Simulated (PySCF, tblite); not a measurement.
**C₇H₉ClOSi: geometry, infrared bands and NMR shifts**

What infrared bands and NMR shifts should C₇H₉ClOSi (`CO[SiH2]c1cccc(Cl)c1`) show?

The runs use tblite 0.8.0 and PySCF 2.14.0, with density-fitted response routines of our own; the level of theory stands in each step. All values are computed, except where a source is named. Atoms count from 0, in the outputs and in this text.

## Step 1: The starting structure

19 atoms, charge 0, multiplicity 1; geometry from: force field or distance geometry start.

Bonds of the start (Å): C0–O1 1.42, O1–Si2 1.71, Si2–C3 1.84, C3–C4 1.38, C4–C5 1.40, C5–C6 1.39, C6–C7 1.39, C7–Cl8 1.77, C7–C9 1.37, C9–C3 1.39, C0–H10 1.10, C0–H11 1.10, C0–H12 1.10, Si2–H13 1.48, Si2–H14 1.45, C4–H15 1.08, C5–H16 1.09, C6–H17 1.08, C9–H18 1.08.

## Step 2: Relaxing the molecule with GFN2-xTB

The job: settings as JSON, then the geometry in Å.

```
{"job": {"kind": "relax", "xc": "GFN2-xTB", "basis": "xTB"}, "charge": 0, "multiplicity": 1}
C      3.335600     0.215400    -0.535700
O      2.252200    -0.643200    -0.845900
Si     1.319800    -0.846900     0.569400
C     -0.393700    -0.276600     0.234200
C     -0.645600     1.082600     0.208700
C     -1.935800     1.559000    -0.045300
C     -2.946000     0.621800    -0.245500
C     -2.652900    -0.738000    -0.189100
Cl    -3.961600    -1.908200    -0.448300
C     -1.392300    -1.220300     0.052000
H      4.250900    -0.400100    -0.561200
H      3.190700     0.667500     0.459600
H      3.342800     1.000000    -1.301100
H      1.923000     0.013600     1.611000
H      1.355600    -2.212900     1.065400
H      0.172000     1.770700     0.373700
H     -2.130000     2.630800    -0.072500
H     -3.952600     0.964800    -0.432300
H     -1.141900    -2.270700     0.095600
```

Started as:

```sh
$ OMP_NUM_THREADS=1 python probes_run.py task.json out
```

One launch serves the whole session: the jobs run in the order shown.

**Question.** This job is followed by: GFN2-xTB harmonic vibrations, gas phase; GIAO PBE0/pcSseg-1 NMR shielding, non-relativistic, gas phase. Predict these results of the whole session: strongest single infrared mode (GFN2-xTB); zero-point energy (GFN2-xTB); ¹³C shifts against TMS (PBE0/pcSseg-1); ¹H shifts against TMS (PBE0/pcSseg-1, means over atoms taken as alike); ¹⁷O shifts against H2O (PBE0/pcSseg-1); ²⁹Si shifts against TMS (PBE0/pcSseg-1); ³⁵Cl shifts against HCl (PBE0/pcSseg-1); surface potential, 1st and 99th percentile.

**Answer**, as computed:

```
                                                              quantity                                               value
                             strongest single infrared mode (GFN2-xTB)                               2188 cm⁻¹, 412 km/mol
                                          zero-point energy (GFN2-xTB)                                       85.4 kcal/mol
                                ¹³C shifts against TMS (PBE0/pcSseg-1)  144.9, 139.8, 138.6, 137.6, 136.1, 134.5, 54.3 ppm
¹H shifts against TMS (PBE0/pcSseg-1, means over atoms taken as alike)              7.86, 7.64, 7.61, 7.48, 5.36, 4.02 ppm
                                ¹⁷O shifts against H2O (PBE0/pcSseg-1)                                            -9.2 ppm
                               ²⁹Si shifts against TMS (PBE0/pcSseg-1)                                           -30.2 ppm
                               ³⁵Cl shifts against HCl (PBE0/pcSseg-1)                                             235 ppm
                                 surface potential, 1st and 99th percentile                                  -0.74 V and 1.21 V
```

In words: Over 155 steps the energy fell by 0.753 eV; of the close pairs, O1–Si2 changed most, 1.707 to 1.620 Å. No mode is imaginary among the 51: a minimum at this level. The strongest single mode, at 2188 cm⁻¹, moves mainly H13 and H14. GFN2-xTB is a fitted tight-binding method: band positions and strengths are rough. Its intensities can rank the bands wrongly. At PBE0/pcSseg-1: Shielding is most anisotropic at Cl8 (span 458 ppm, paramagnetic term -429 ppm). NICS(1)zz of -27 ppm above the planar ring from C3 marks a diatropic (aromatic) ring current. By nearest atom (PBE0/pcSseg-1), the HOMO sits on Cl8 25 %; C4, C7 about 20 % each and the LUMO on C3, C6 about 23 % each; C5, C9 about 11 % each.
